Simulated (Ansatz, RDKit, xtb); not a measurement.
# C4H11Al: which of the isomers drawn lies lowest?

A sample of isomers of C4H11Al is drawn. Aim: find which of them has the lowest free energy at 298.15 K, then its properties. The sample is small against all isomers, and the most stable one of this formula need not be in it.

The funnel: GFN2-xTB relaxations, single points with a density functional, relaxations at B3LYP/def2-SVP, harmonic vibrations (at GFN2-xTB), and a last energy at a higher level. All values are calculated.

## Step 1: Drawing up candidates

Isomers were taken from a list of plausible structures; this is a sample, not all of them. That gives 3 candidates.

| label | SMILES | spin |
| --- | --- | --- |
| c228 | C[CH2][AlH][CH2]C | singlet |
| c343 | [CH3][AlH][CH](C)C | singlet |
| c396 | C[CH2][Al]([CH3])[CH3] | singlet |

Candidates are built by distance geometry, with a force field where one applies, in up to four conformers (letters a to d).

**Question.** With final energies at CCSD(T)/def2-SVP + MP2/def2-TZVPP - MP2/def2-SVP, which structure will this search put lowest in free energy, and by what margin?

| quantity | value |
| --- | --- |
| lowest structure found | C[CH2][Al]([CH3])[CH3], singlet |
| next finalist | [CH3][AlH][CH](C)C, singlet, 11.9 kcal/mol higher in G |
| share at equilibrium, among the finalists | 100.0 % |

The lowest structure found is `C[CH2][Al]([CH3])[CH3]`. Among the finalists first place is clear (11.9 kcal/mol); structures outside the list aren't covered. HF/STO-3G, r2SCAN-D4/def2-SVP, B3LYP/def2-SVP, HF/def2-SVP and MP2/def2-SVP already put its bonding pattern lowest among the structures in one piece; GFN2-xTB favours the singlet [CH3][AlH][CH](C)C. 2 minima inside the window were never screened. Lowest found is not proven lowest: the search is finite, and each finalist counts with one conformer. Only 3 drawn patterns were tried, so whole families of isomers are missing, and the result ranks this sample alone.
